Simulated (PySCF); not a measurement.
# C₅H₄Cl₂O₂: a tour of settings

Which settings matter for C₅H₄Cl₂O₂ (`C#CC(=O)OCC(Cl)Cl`)?

The runs use PySCF 2.14.0, with density-fitted response routines of our own; the level of theory stands in each step. All values are computed, except where a source is named. Atoms are numbered from 0 throughout.

## (1) Starting geometry

13 atoms, charge 0, multiplicity 1; geometry from: GFN2-xTB.

Bonds of the start (Å): C0–C1 1.20, C1–C2 1.44, C2–O3 1.20, C2–O4 1.34, O4–C5 1.41, C5–C6 1.53, C6–Cl7 1.78, C6–Cl8 1.77, C0–H9 1.05, C5–H10 1.09, C5–H11 1.10, C6–H12 1.09.

## (2) Nuclear shieldings: PBE0/pcSseg-1

What the job is given:

```
{"job": {"kind": "nmr", "xc": "PBE0", "basis": "pcSseg-1"}, "charge": 0, "multiplicity": 1}
C      3.150067     1.630983    -0.513396
C      2.167419     0.949617    -0.608641
C      0.993893     0.135920    -0.795142
O      0.555183    -0.202768    -1.861874
O      0.457473    -0.199160     0.391462
C     -0.696797    -1.014681     0.355156
C     -1.921198    -0.247383    -0.135825
Cl    -2.213994     1.168024     0.899530
Cl    -3.325276    -1.327873    -0.097489
H      4.008238     2.229528    -0.415701
H     -0.848944    -1.359302     1.379695
H     -0.534167    -1.867937    -0.314895
H     -1.796283     0.105520    -1.161855
```

With the program's defaults for keys left out, this is: GIAO PBE0/pcSseg-1 NMR shielding, non-relativistic, gas phase.

The run is started by

```sh
$ OMP_NUM_THREADS=1 python probes_run.py task.json out
```

The driver reads the jobs from task.json and runs them one after another.

The log of the run:

```text
coarse grid: 13336 points
cycle   1  E = -1262.6949682779  dE =  1.563e+00  |g| = 9.474e-01  |ddm| = 3.590e+00
cycle   2  E = -1262.3018783988  dE =  3.931e-01  |g| = 1.724e+00  |ddm| = 2.329e+00
cycle   3  E = -1262.8532902152  dE = -5.514e-01  |g| = 3.050e-01  |ddm| = 1.672e+00
cycle   4  E = -1262.8698004232  dE = -1.651e-02  |g| = 1.036e-01  |ddm| = 2.812e-01
cycle   5  E = -1262.8715641100  dE = -1.764e-03  |g| = 2.487e-02  |ddm| = 7.792e-02
cycle   6  E = -1262.8717035002  dE = -1.394e-04  |g| = 6.539e-03  |ddm| = 2.657e-02
cycle   7  E = -1262.8717097275  dE = -6.227e-06  |g| = 4.174e-03  |ddm| = 7.076e-03
cycle   8  E = -1262.8717138024  dE = -4.075e-06  |g| = 8.755e-04  |ddm| = 2.994e-03
final grid: 123440 points
cycle   9  E = -1262.9466102335  dE = -2.950e-05  |g| = 1.261e-02  |ddm| = 4.803e-02
cycle  10  E = -1262.9465688514  dE =  4.138e-05  |g| = 1.954e-02  |ddm| = 2.267e-02
cycle  11  E = -1262.9466373069  dE = -6.846e-05  |g| = 2.407e-03  |ddm| = 1.462e-02
cycle  12  E = -1262.9466381557  dE = -8.488e-07  |g| = 9.793e-04  |ddm| = 2.184e-03
cycle  13  E = -1262.9466383330  dE = -1.772e-07  |g| = 1.440e-04  |ddm| = 7.419e-04
cycle  14  E = -1262.9466383371  dE = -4.125e-09  |g| = 5.761e-05  |ddm| = 1.462e-04
cycle  15  E = -1262.9466383377  dE = -5.798e-10  |g| = 2.974e-05  |ddm| = 5.617e-05
converged SCF energy = -1262.9466383377

GIAO shielding tensors (ppm)
atom      isotropic    diamagn.    paramagn.     s11        s22        s33       span
  0 C      101.732     256.440    -154.708     26.925     43.857    234.415    207.489
  1 C      108.198     247.067    -138.869      8.836     22.270    293.489    284.653
  2 C       27.560     251.757    -224.197    -74.369     72.666     84.382    158.752
  3 O     -121.530     403.036    -524.566   -394.092   -271.152    300.654    694.746
  4 O      110.946     403.100    -292.154    -68.444    190.729    210.552    278.996
  5 C      113.798     242.183    -128.385     82.928    112.566    145.902     62.974
  6 C      105.305     245.811    -140.506     61.381    121.913    132.622     71.241
  7 Cl     705.268    1145.930    -440.662    480.351    616.689   1018.765    538.414
  8 Cl     711.414    1144.197    -432.782    445.535    661.860   1026.847    581.312
  9 H       29.325      32.103      -2.778     24.634     24.907     38.433     13.799
 10 H       27.740      28.057      -0.317     23.192     28.798     31.230      8.038
 11 H       26.886      28.654      -1.768     22.332     28.330     29.997      7.665
 12 H       25.276      28.409      -3.134     21.054     24.530     30.244      9.190
```

Run time: 47 s. Hardware: 1 thread of Arm Neoverse N1, shared host; peak memory 0.82 GiB.

Shifts follow as δ = σ(reference) − σ, with reference shieldings (ppm) from runs at the same level and on the same kind of geometry: 1H TMS 31.72, 13C TMS 186.9, 17O H2O 336.1, 35Cl HCl 950. The references are single molecules in the gas phase, so shifts against H2O, NH3, PH3, H3PO4 or CFCl3 are not on the usual liquid scales and can be off by tens of ppm. Atoms listed in one row are averaged.

```
   atoms                           environment  σ (ppm)  δ (ppm)  δ scaled to CDCl3
      C2                 ester carbonyl carbon     27.6    159.4              153.6
      C0                terminal alkyne carbon    101.7     85.2               81.2
      C6                 sp3 CH bonded to 2 Cl    105.3     81.6               77.7
      C1                         alkyne carbon    108.2     78.7               74.9
      C5                   sp3 CH2 bonded to O    113.8     73.1               69.5
     H12  hydrogen on an sp3 CH bonded to 2 Cl    25.28     6.44               6.18
H10, H11    hydrogen on an sp3 CH2 bonded to O    27.31     4.40               4.26
      H9  hydrogen on a terminal alkyne carbon    29.33     2.39               2.36
      O3                 ester carbonyl oxygen   -121.5    457.6                  –
      O4                   ester alkoxy oxygen    110.9    225.1                  –
Cl7, Cl8                  chlorine bonded to C      708      241                  –
```

The scaled column applies a straight-line fit of computed shieldings to shifts measured in CDCl3, with any fitted terms for Cl, Br or S neighbours (root-mean-square error 0.16 ppm for H, 1.9 ppm for C).

Charges from the same density, by scheme (e):

```csv
atoms,Mulliken,IAO,Hirshfeld,ESP fit
C0,-0.20,-0.15,-0.05,-0.13
C1,0.30,-0.07,-0.05,-0.39
C2,0.35,0.51,0.22,0.97
O3,-0.38,-0.43,-0.23,-0.52
O4,-0.45,-0.32,-0.09,-0.34
C5,0.14,-0.07,-0.01,-0.11
C6,-0.28,-0.11,0.03,-0.40
"Cl7, Cl8",-0.05,-0.06,-0.04,-0.01
```

Mayer bond orders: C0–C1 2.36, C1–C2 0.95, C2–O3 1.92, C2–O4 1.10, O4–C5 0.86, C5–C6 0.95, C6–Cl7 1.02, C6–Cl8 1.02.

## (3) Excited states and response: PBE0/def2-SVPD

Same as in step 2 but for these lines:

```diff
@@ -1,2 +1,2 @@
-{"job": {"kind": "nmr", "xc": "PBE0", "basis": "pcSseg-1"}, "charge": 0, "multiplicity": 1}
+{"job": {"kind": "uv", "xc": "PBE0", "basis": "def2-SVPD", "nstates": 6, "ntriplets": 2}, "charge": 0, "multiplicity": 1}
 C      3.150067     1.630983    -0.513396
```

With the program's defaults for keys left out, this is: TDDFT PBE0/def2-SVPD, vertical, gas phase, core orbitals frozen in the response.

The log of the run:

```text
coarse grid: 13336 points
cycle   1  E = -1262.1900669341  dE =  1.486e+00  |g| = 9.046e-01  |ddm| = 1.064e+01
cycle   2  E = -1261.8040570268  dE =  3.860e-01  |g| = 1.673e+00  |ddm| = 3.681e+00
cycle   3  E = -1262.3408571293  dE = -5.368e-01  |g| = 2.899e-01  |ddm| = 2.108e+00
cycle   4  E = -1262.3565118084  dE = -1.565e-02  |g| = 9.479e-02  |ddm| = 4.263e-01
cycle   5  E = -1262.3580689063  dE = -1.557e-03  |g| = 2.450e-02  |ddm| = 1.432e-01
cycle   6  E = -1262.3582142091  dE = -1.453e-04  |g| = 5.501e-03  |ddm| = 6.124e-02
cycle   7  E = -1262.3582188083  dE = -4.599e-06  |g| = 3.468e-03  |ddm| = 1.296e-02
cycle   8  E = -1262.3582216960  dE = -2.888e-06  |g| = 8.288e-04  |ddm| = 4.863e-03
final grid: 123440 points
cycle   9  E = -1262.5122341488  dE = -2.451e-05  |g| = 1.127e-02  |ddm| = 1.921e-01
cycle  10  E = -1262.5121964221  dE =  3.773e-05  |g| = 1.807e-02  |ddm| = 3.425e-02
cycle  11  E = -1262.5122582833  dE = -6.186e-05  |g| = 2.065e-03  |ddm| = 2.039e-02
cycle  12  E = -1262.5122590563  dE = -7.730e-07  |g| = 5.720e-04  |ddm| = 2.788e-03
cycle  13  E = -1262.5122591242  dE = -6.789e-08  |g| = 1.161e-04  |ddm| = 8.636e-04
cycle  14  E = -1262.5122591268  dE = -2.585e-09  |g| = 5.483e-05  |ddm| = 3.325e-04
cycle  15  E = -1262.5122591273  dE = -5.566e-10  |g| = 2.716e-05  |ddm| = 9.797e-05
converged SCF energy = -1262.5122591273

Static polarisability (au): isotropic 93.382, principal 70.465 82.364 127.316

Singlet excitations
state   eV       nm        f      main configurations
  1   4.9017    252.9   0.00003   H->L 0.74, H-2->L 0.17
  2   5.7178    216.8   0.00039   H-5->L 0.46, H-6->L 0.22, H-4->L 0.17
  3   6.0894    203.6   0.11368   H-3->L 0.59, H-2->L 0.09
  4   6.1909    200.3   0.01068   H-1->L 0.37, H-2->L 0.18, H->L 0.17
  5   6.2778    197.5   0.00052   H-1->L 0.48, H-2->L 0.43
  6   6.8505    181.0   0.00610   H-4->L 0.78, H-5->L 0.13

Triplet excitations (Tamm-Dancoff, eV): 4.4500 4.4899
```

It took 76 s on 1 thread of Arm Neoverse N1, shared host; peak memory 0.89 GiB.

Frontier orbitals and where they lie:

```
orbital     eV                        atoms
 HOMO−3  -9.20    C1 39 %, C0 38 %, O3 10 %
 HOMO−2  -8.99  Cl7 31 %, Cl8 23 %, C0 10 %
 HOMO−1  -8.94   Cl7 46 %, Cl8 36 %, O3 4 %
   HOMO  -8.70   O3 28 %, C0 14 %, Cl7 14 %
   LUMO  -1.88    C2 24 %, C0 22 %, O3 21 %
 LUMO+1  -0.22  Cl8 38 %, Cl7 27 %, C6 26 %
 LUMO+2   0.05   C0 23 %, C1 20 %, Cl7 14 %
```

With each of the 6 states as a Gaussian band of 0.4 eV half-width at 1/e, the curve within the window shown has maxima at 203 nm (ε 5,000) L/(mol cm). Beyond the last state computed it falls off for lack of states. The curve at chosen wavelengths:

```csv
nm,ε (L/mol/cm)
173,146
178,290
182,490
187,1137
191,2170
196,3824
200,4809
205,4922
209,4154
214,2733
219,1474
223,795
228,322
232,143
237,47
241,19
246,6
251,3
255,2
260,1
264,1
269,1
273,1
278,0
282,0
287,0
```

Ground-state properties from the same run:

```
           property  computed
  dipole moment (D)      2.31
polarisability (Å³)     13.84
 HOMO–LUMO gap (eV)      6.82
      −ε(HOMO) (eV)      8.70
```

## (4) Nuclear shieldings: BP86/STO-3G

Same as in step 3 but for these lines:

```diff
@@ -1,2 +1,2 @@
-{"job": {"kind": "uv", "xc": "PBE0", "basis": "def2-SVPD", "nstates": 6, "ntriplets": 2}, "charge": 0, "multiplicity": 1}
+{"job": {"kind": "nmr", "xc": "BP86", "basis": "STO-3G", "pop": true}, "charge": 0, "multiplicity": 1}
 C      3.150067     1.630983    -0.513396
```

With the program's defaults for keys left out, this is: GIAO BP86/STO-3G NMR shielding, non-relativistic, gas phase.

The log of the run:

```text
coarse grid: 13336 points
cycle   1  E = -1249.1166204280  dE =  1.134e+00  |g| = 8.491e-01  |ddm| = 5.323e+00
cycle   2  E = -1247.6043653191  dE =  1.512e+00  |g| = 2.384e+00  |ddm| = 4.093e+00
cycle   3  E = -1249.0911320164  dE = -1.487e+00  |g| = 9.642e-01  |ddm| = 3.658e+00
cycle   4  E = -1249.3444521424  dE = -2.533e-01  |g| = 2.016e-01  |ddm| = 1.324e+00
cycle   5  E = -1249.3549257730  dE = -1.047e-02  |g| = 6.802e-02  |ddm| = 3.136e-01
cycle   6  E = -1249.3558702141  dE = -9.444e-04  |g| = 5.776e-02  |ddm| = 1.359e-01
cycle   7  E = -1249.3567613703  dE = -8.912e-04  |g| = 6.822e-03  |ddm| = 5.846e-02
cycle   8  E = -1249.3567743136  dE = -1.294e-05  |g| = 2.248e-03  |ddm| = 9.044e-03
cycle   9  E = -1249.3567750044  dE = -6.908e-07  |g| = 7.845e-04  |ddm| = 3.098e-03
final grid: 123440 points
cycle  10  E = -1249.2511890254  dE = -1.074e-06  |g| = 5.669e-03  |ddm| = 1.560e-02
cycle  11  E = -1249.2511417468  dE =  4.728e-05  |g| = 1.365e-02  |ddm| = 2.362e-02
cycle  12  E = -1249.2511936485  dE = -5.190e-05  |g| = 4.147e-03  |ddm| = 1.953e-02
cycle  13  E = -1249.2511986752  dE = -5.027e-06  |g| = 2.769e-04  |ddm| = 5.347e-03
cycle  14  E = -1249.2511986990  dE = -2.386e-08  |g| = 8.074e-05  |ddm| = 4.715e-04
cycle  15  E = -1249.2511987000  dE = -9.823e-10  |g| = 5.853e-05  |ddm| = 1.345e-04
cycle  16  E = -1249.2511987010  dE = -9.686e-10  |g| = 6.822e-06  |ddm| = 6.293e-05
converged SCF energy = -1249.2511987010

GIAO shielding tensors (ppm)
atom      isotropic    diamagn.    paramagn.     s11        s22        s33       span
  0 C      164.705     264.135     -99.430    125.432    125.816    242.866    117.433
  1 C      174.239     264.028     -89.790    116.197    122.043    284.476    168.280
  2 C      132.293     256.705    -124.412     57.913    145.836    193.130    135.217
  3 O      -49.611     384.375    -433.986   -383.757   -157.673    392.597    776.353
  4 O      205.683     377.659    -171.976     38.384    263.201    315.464    277.080
  5 C      174.074     245.763     -71.689    147.587    170.680    203.955     56.367
  6 C      156.072     247.303     -91.231    109.266    172.269    186.681     77.415
  7 Cl     898.081    1126.560    -228.479    777.009    851.246   1065.989    288.980
  8 Cl     900.170    1124.462    -224.292    767.998    865.550   1066.961    298.962
  9 H       30.103      30.566      -0.463     25.503     25.952     38.853     13.350
 10 H       29.172      29.631      -0.459     24.164     28.474     34.878     10.714
 11 H       29.060      30.013      -0.954     23.728     28.686     34.765     11.037
 12 H       28.344      29.600      -1.256     24.338     26.889     33.804      9.466
```

It took 17 s on 1 thread of Arm Neoverse N1, shared host; peak memory 0.5 GiB.

This run: δ C2 98.8, C6 75.0, C0 66.4, C5 57.0, H12 4.65, H10 3.88 ppm (means over like atoms).

## (5) Shielding tensors: B3LYP/pcseg-1

Same as in step 4 but for these lines:

```diff
@@ -1,2 +1,2 @@
-{"job": {"kind": "nmr", "xc": "BP86", "basis": "STO-3G", "pop": true}, "charge": 0, "multiplicity": 1}
+{"job": {"kind": "nmr", "xc": "B3LYP", "basis": "pcseg-1", "pop": true, "scf": {"guess": "atom", "aux": "def2-universal-jkfit"}}, "charge": 0, "multiplicity": 1}
 C      3.150067     1.630983    -0.513396
```

Method: GIAO B3LYP/pcseg-1 NMR shielding, non-relativistic, gas phase.

The log of the run:

```text
final grid: 123440 points
cycle   1  E = -1263.3581763359  dE =  2.359e+00  |g| = 1.116e+00  |ddm| = 4.742e+00
cycle   2  E = -1263.1446917971  dE =  2.135e-01  |g| = 1.554e+00  |ddm| = 2.648e+00
cycle   3  E = -1263.6078163175  dE = -4.631e-01  |g| = 4.064e-01  |ddm| = 1.793e+00
cycle   4  E = -1263.6420381820  dE = -3.422e-02  |g| = 1.037e-01  |ddm| = 4.413e-01
cycle   5  E = -1263.6437675481  dE = -1.729e-03  |g| = 4.191e-02  |ddm| = 1.160e-01
cycle   6  E = -1263.6441287500  dE = -3.612e-04  |g| = 8.015e-03  |ddm| = 4.000e-02
cycle   7  E = -1263.6441425263  dE = -1.378e-05  |g| = 1.959e-03  |ddm| = 8.734e-03
cycle   8  E = -1263.6441432498  dE = -7.235e-07  |g| = 6.961e-04  |ddm| = 2.244e-03
cycle   9  E = -1263.6441433351  dE = -8.535e-08  |g| = 4.192e-04  |ddm| = 8.452e-04
cycle  10  E = -1263.6441433778  dE = -4.267e-08  |g| = 5.380e-05  |ddm| = 4.006e-04
cycle  11  E = -1263.6441433783  dE = -5.625e-10  |g| = 3.077e-05  |ddm| = 9.369e-05
converged SCF energy = -1263.6441433783

GIAO shielding tensors (ppm)
atom      isotropic    diamagn.    paramagn.     s11        s22        s33       span
  0 C      115.964     266.810    -150.846     47.359     65.198    235.336    187.977
  1 C      119.211     241.401    -122.190     24.811     40.202    292.621    267.810
  2 C       37.017     253.434    -216.417    -58.322     81.141     88.233    146.555
  3 O      -91.699     403.179    -494.877   -354.593   -229.717    309.214    663.806
  4 O      120.012     404.773    -284.761    -51.497    194.598    216.935    268.432
  5 C      118.146     242.280    -124.134     86.960    116.721    150.757     63.798
  6 C      105.227     246.002    -140.774     55.889    124.085    135.707     79.818
  7 Cl     685.249    1146.769    -461.520    452.096    586.982   1016.669    564.573
  8 Cl     693.014    1144.669    -451.655    415.869    637.153   1026.021    610.152
  9 H       29.666      32.600      -2.935     25.164     25.396     38.438     13.274
 10 H       27.981      28.444      -0.463     23.523     29.103     31.316      7.793
 11 H       27.134      28.972      -1.838     22.665     28.779     29.958      7.293
 12 H       25.662      29.009      -3.346     21.525     25.127     30.335      8.810
```

Run time: 34 s. Hardware: 1 thread of Arm Neoverse N1, shared host; peak memory 0.69 GiB.

In short: δ C2 155.5, C6 87.3, C0 76.5, C5 74.4, H12 6.29, H10 4.40 ppm (means over like atoms).

## (6) Excited states and response: HCTH407/6-31G*

Same as in step 5 but for these lines:

```diff
@@ -1,2 +1,2 @@
-{"job": {"kind": "nmr", "xc": "B3LYP", "basis": "pcseg-1", "pop": true, "scf": {"guess": "atom", "aux": "def2-universal-jkfit"}}, "charge": 0, "multiplicity": 1}
+{"job": {"kind": "uv", "xc": "HCTH407", "basis": "6-31G*", "nstates": 25, "ntriplets": 5, "tda": true}, "charge": 0, "multiplicity": 1}
 C      3.150067     1.630983    -0.513396
```

Level: TDA HCTH407/6-31G*, vertical, gas phase, core orbitals frozen in the response.

The log of the run:

```text
coarse grid: 13336 points
cycle   1  E = -1263.5955474244  dE =  1.379e+00  |g| = 1.028e+00  |ddm| = 4.158e+00
cycle   2  E = -1262.6520849574  dE =  9.435e-01  |g| = 2.305e+00  |ddm| = 2.883e+00
cycle   3  E = -1263.7178272990  dE = -1.066e+00  |g| = 6.506e-01  |ddm| = 2.364e+00
cycle   4  E = -1263.8067469983  dE = -8.892e-02  |g| = 1.853e-01  |ddm| = 6.673e-01
cycle   5  E = -1263.8121993463  dE = -5.452e-03  |g| = 7.877e-02  |ddm| = 2.034e-01
cycle   6  E = -1263.8132333822  dE = -1.034e-03  |g| = 4.389e-02  |ddm| = 9.367e-02
cycle   7  E = -1263.8136995943  dE = -4.662e-04  |g| = 1.261e-02  |ddm| = 4.140e-02
cycle   8  E = -1263.8137386038  dE = -3.901e-05  |g| = 3.026e-03  |ddm| = 1.397e-02
cycle   9  E = -1263.8137411018  dE = -2.498e-06  |g| = 4.923e-04  |ddm| = 3.695e-03
final grid: 123440 points
cycle  10  E = -1263.7220538439  dE = -5.442e-05  |g| = 9.742e-03  |ddm| = 6.889e-02
cycle  11  E = -1263.7220004824  dE =  5.336e-05  |g| = 1.894e-02  |ddm| = 2.255e-02
cycle  12  E = -1263.7220719809  dE = -7.150e-05  |g| = 2.623e-03  |ddm| = 1.524e-02
cycle  13  E = -1263.7220734489  dE = -1.468e-06  |g| = 1.180e-03  |ddm| = 2.936e-03
cycle  14  E = -1263.7220737751  dE = -3.262e-07  |g| = 2.050e-04  |ddm| = 1.089e-03
cycle  15  E = -1263.7220737850  dE = -9.853e-09  |g| = 8.356e-05  |ddm| = 2.396e-04
cycle  16  E = -1263.7220737861  dE = -1.131e-09  |g| = 4.374e-05  |ddm| = 9.432e-05
cycle  17  E = -1263.7220737865  dE = -4.115e-10  |g| = 7.164e-06  |ddm| = 4.126e-05
converged SCF energy = -1263.7220737865

Static polarisability (au): isotropic 74.295, principal 47.461 61.416 114.009

Singlet excitations
state   eV       nm        f      main configurations
  1   4.5833    270.5   0.00051   H->L 0.99
  2   5.0273    246.6   0.00108   H-2->L 0.74, H-1->L 0.24
  3   5.0608    245.0   0.00991   H-1->L 0.68, H-2->L 0.26
  4   5.4458    227.7   0.00251   H-4->L 0.96
  5   5.5383    223.9   0.00028   H-5->L 0.93
  6   5.7374    216.1   0.01327   H-6->L 0.70, H-7->L 0.23
  7   5.8523    211.9   0.00995   H->L+1 0.96
  8   5.9947    206.8   0.07420   H-3->L 0.57, H->L+2 0.22
  9   6.4042    193.6   0.06320   H->L+2 0.40, H-7->L 0.20, H-1->L+1 0.16
 10   6.5201    190.2   0.00450   H-1->L+1 0.55, H->L+2 0.16, H->L+3 0.14
 11   6.5915    188.1   0.00121   H-3->L+1 0.85
 12   6.6632    186.1   0.04102   H->L+3 0.30, H-7->L 0.23, H-1->L+1 0.10
 13   6.7578    183.5   0.00919   H-4->L+1 0.78, H-2->L+1 0.16
 14   6.8566    180.8   0.00170   H-1->L+2 0.69, H-2->L+1 0.09
 15   6.8800    180.2   0.03381   H-2->L+1 0.50, H-4->L+1 0.12, H-5->L+1 0.10
 16   6.9656    178.0   0.00108   H-8->L 0.44, H-2->L+2 0.39
 17   7.0047    177.0   0.02160   H-8->L 0.37, H-2->L+2 0.35, H-2->L+1 0.10
 18   7.0779    175.2   0.00361   H-5->L+1 0.44, H-1->L+3 0.35
 19   7.1127    174.3   0.00145   H-3->L+2 0.97
 20   7.2259    171.6   0.00408   H-6->L+1 0.36, H-7->L+1 0.18, H-4->L+2 0.15
 21   7.2648    170.7   0.00096   H-2->L+3 0.41, H-7->L+1 0.16, H-1->L+3 0.15
 22   7.3776    168.1   0.01674   H-1->L+3 0.25, H-5->L+1 0.15, H-4->L+2 0.14
 23   7.4172    167.2   0.01680   H-7->L+1 0.35, H-4->L+2 0.30
 24   7.4793    165.8   0.00551   H-3->L+3 0.85, H-5->L+2 0.08
 25   7.5073    165.2   0.00717   H-5->L+2 0.69, H-5->L+3 0.11, H-3->L+3 0.11

Triplet excitations (Tamm-Dancoff, eV): 4.1993 4.4233 4.7900 5.0069 5.1315
```

It took 50 s on 1 thread of Arm Neoverse N1, shared host; peak memory 0.52 GiB.

This run: HOMO -6.95 eV, LUMO -2.51 eV; lowest singlet 4.58 eV.

## (7) Run by run: NMR shifts

Shifts (ppm) of some atoms, chosen among heavy atoms and hydrogens apart, with basis size and wall time:

```csv
run,C2,C0,C1,H12,H9,O3,O4,functions,time
PBE0/pcSseg-1,159.4,85.2,78.7,6.44,2.39,457.6,225.1,187,47 s
BP86/STO-3G,98.8,66.4,56.9,4.65,2.89,382.1,126.8,57,17 s
B3LYP/pcseg-1,155.5,76.5,73.3,6.29,2.29,430.7,218.9,154,34 s
```

## (8) Comparing the runs: electronic excitations

Excitations and ground-state properties, with basis size and wall time:

```csv
run,lowest singlet (eV),brightest (eV),f,gap (eV),α (Å³),μ (D),functions,time
PBE0/def2-SVPD,4.90,6.09,0.114,6.82,13.84,2.31,232,76 s
HCTH407/6-31G*,4.58,5.99,0.074,4.44,11.01,2.27,142,50 s
```

## (9) Results

| quantity | value |
| --- | --- |
| 13C shifts against TMS (PBE0/pcSseg-1) | 159.4, 85.2, 81.6, 78.7, 73.1 ppm |
| 1H shifts against TMS (PBE0/pcSseg-1, means over atoms taken as alike) | 6.44, 4.40, 2.39 ppm |
| 17O shifts against H2O (PBE0/pcSseg-1) | 457.6, 225.1 ppm |
| 35Cl shifts against HCl (PBE0/pcSseg-1, means over atoms taken as alike) | 241 ppm |
| lowest singlet (PBE0/def2-SVPD) | 4.90 eV (253 nm), f = 0.000 |
| brightest single state of those computed | state 3, 6.09 eV, f = 0.114 |
| lowest triplet | 4.45 eV |
| range of the shift of O4 | 126.8 to 225.1 ppm |
| range of the lowest singlet | 4.58 to 4.90 eV |
| property runs in this session | 5, of which 0 failed and 1 gave unsound results |

Single values in the summary come from the first run of each kind that ended normally (PBE0/pcSseg-1; PBE0/def2-SVPD), which need not be the best level. C6 stands next to heavy halogen, whose spin-orbit shielding this run leaves out, so the computed shift lies too far downfield, most of all for carbon beside Br or I. The most deshielded hydrogen is H12 (hydrogen on an sp3 CH bonded to 2 Cl), at 6.44 ppm: its carbon carries Cl, which withdraws density. At PBE0/pcSseg-1: The largest span, 695 ppm, is at O3, where the paramagnetic term is -525 ppm. The lowest singlet, at 4.90 eV, is HOMO→LUMO 0.74, HOMO−2→LUMO 0.17 and is dark; of the 6 states computed, the strongest absorption comes from state 3 at 6.09 eV. The lowest triplet lies 0.45 eV below the lowest singlet (triplets in Tamm-Dancoff, singlets in full TDDFT). Among the atoms with a shift in every run: In ppm, O4 moves most: its shift spreads over 98.4 ppm, from 126.8 (BP86/STO-3G) to 225.1 (PBE0/pcSseg-1). A minimal basis is unusable for shieldings, so that end is no result. The lowest singlet runs from 4.58 eV (HCTH407/6-31G*) to 4.90 eV (PBE0/def2-SVPD), while the orbital gap spans 4.44 to 6.82 eV. The lowest state need not be the same one in every run. The runs solved for a few states only, so the brightest column depends on that window.
